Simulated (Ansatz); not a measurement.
# CH₅Ge−: single points off equilibrium

The task here is to estimate one member of a computed series from the others.

Computed with Ansatz 0.2.0, Gaussian basis. Level: single points in def2-TZVPPD.

Correlated methods freeze the cores. Filled d shells of the heavier atoms are correlated.

### Where the work starts

7 atoms, charge -1, spin multiplicity 1.

Atoms are counted from 1 here; the program's logs count them from 0.

Bond lengths: C1–Ge2 1.943 Å, C1–H3 1.170 Å, C1–H4 1.084 Å, Ge2–H5 1.669 Å, Ge2–H6 1.625 Å, Ge2–H7 1.670 Å. Angles: Ge2–C1–H3 108.9°, Ge2–C1–H4 111.4°, H3–C1–H4 105.1°, C1–Ge2–H5 106.6°, C1–Ge2–H6 139.4°, C1–Ge2–H7 105.7°, H5–Ge2–H6 98.0°, H5–Ge2–H7 102.3°, H6–Ge2–H7 99.8°.

Coordinates:

```xyz
7
charge -1, multiplicity 1
C    -0.0358   -1.3159   -0.1544
Ge    0.0963    0.6155    0.0076
H    -1.1609   -1.6081   -0.2881
H     0.2786   -1.8123    0.7569
H    -0.4743    1.2532   -1.4259
H    -0.3953    1.8080    0.9956
H     1.7271    0.9659   -0.0705
```

The first run:

File run/in.yaml:

```yaml
crystal:
  periodic: [false, false, false]
  atoms:
    - {symbol: C, position_ang: [-0.035800, -1.315900, -0.154400]}
    - {symbol: Ge, position_ang: [0.096300, 0.615500, 0.007600]}
    - {symbol: H, position_ang: [-1.160900, -1.608100, -0.288100]}
    - {symbol: H, position_ang: [0.278600, -1.812300, 0.756900]}
    - {symbol: H, position_ang: [-0.474300, 1.253200, -1.425900]}
    - {symbol: H, position_ang: [-0.395300, 1.808000, 0.995600]}
    - {symbol: H, position_ang: [1.727100, 0.965900, -0.070500]}
basis:
  gaussian: {orbitals: "def2-TZVPPD.json"}
total_charge: -1
correlation: {method: ccsd_t}
output: {forces: true}
```

The basis file named in the input lies beside it (Basis Set Exchange, JSON).

No record of the launch command was kept for these runs.

Steps of the session up to this table: CCSD(T)/def2-TZVPPD; PBE0-D4/def2-TZVPPD; wB97M-V/def2-TZVPPD; r2SCAN-D4/def2-TZVPPD; PBE-D4/def2-TZVPPD; SPW92/def2-TZVPPD; CAM-B3LYP-D4/def2-TZVPPD.

One table of the session follows, with a row left open; its other results are not shown here.

```
      method  RMS force component (eV/Å)  angle to CCSD(T) forces (°)
     CCSD(T)                       0.799                    reference
     PBE0-D4                       0.793                          5.9
     wB97M-V                       0.821                          4.2
   r2SCAN-D4                       0.778                          5.5
      PBE-D4                           ?                            ?
       SPW92                       0.768                         14.4
CAM-B3LYP-D4                       0.834                          5.7
```

Estimate the missing values for PBE-D4.

The run gave: RMS force component (eV/Å): 0.715; angle to CCSD(T) forces (°): 10.8. In the column «RMS force component (eV/Å)» it is the lowest.

Caveats from the session: The anion's highest level is positive in at least one run, so there the basis alone may hold the extra electron.
